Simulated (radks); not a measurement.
# Spin polarisation of the 3p shell in Al

An exercise on one series of results from a longer session: the logs are not shown, and one member is left open.

The numbers are computed with radks (a radial shooting solver on a logarithmic mesh, Libxc functionals) version 1 (non-relativistic Kohn-Sham, LDA (Slater exchange, Perdew-Wang correlation), spin-polarised, spherical densities, point nucleus), except any that are marked as measured or tabulated.

### The system

```
element       : aluminium (Z = 13)
charge        : 0
electrons     : 13
configuration : [Ne] 3s2 3p(up 0.5, down 0.5)
```

A shell typed twice in an input gives spin up, then spin down.

The first run:

Input:

```text
Z 13
configuration [Ne] 3s2 3p0.5 3p0.5
relativity non-relativistic
functional lda,pw
spin polarised
nucleus point
```

Among the steps run: No moment.

One of the session's tables, all rows but one given; the rest of the session is left out.

Radial moments (bohr):

| level | <r> | outermost maximum (interpolated) | 90 % within | nodes |
| --- | --- | --- | --- | --- |
| 1s | 0.1210 | 0.0790 | 0.216 | 0 |
| 2s | ? | ? | ? | ? |
| 2p | 0.6051 | 0.428 | 1.03 | 0 |
| 3s | 2.539 | 2.07 | 3.91 | 2 |
| 3p | 3.438 | 2.63 | 5.49 | 1 |

Estimate the missing values for 2s.

The run gave: <r>: 0.6310; outermost maximum (interpolated): 0.500; 90 % within: 0.999; nodes: 1. In the column «<r>» it lies between 2p (0.6051) and 3s (2.539).
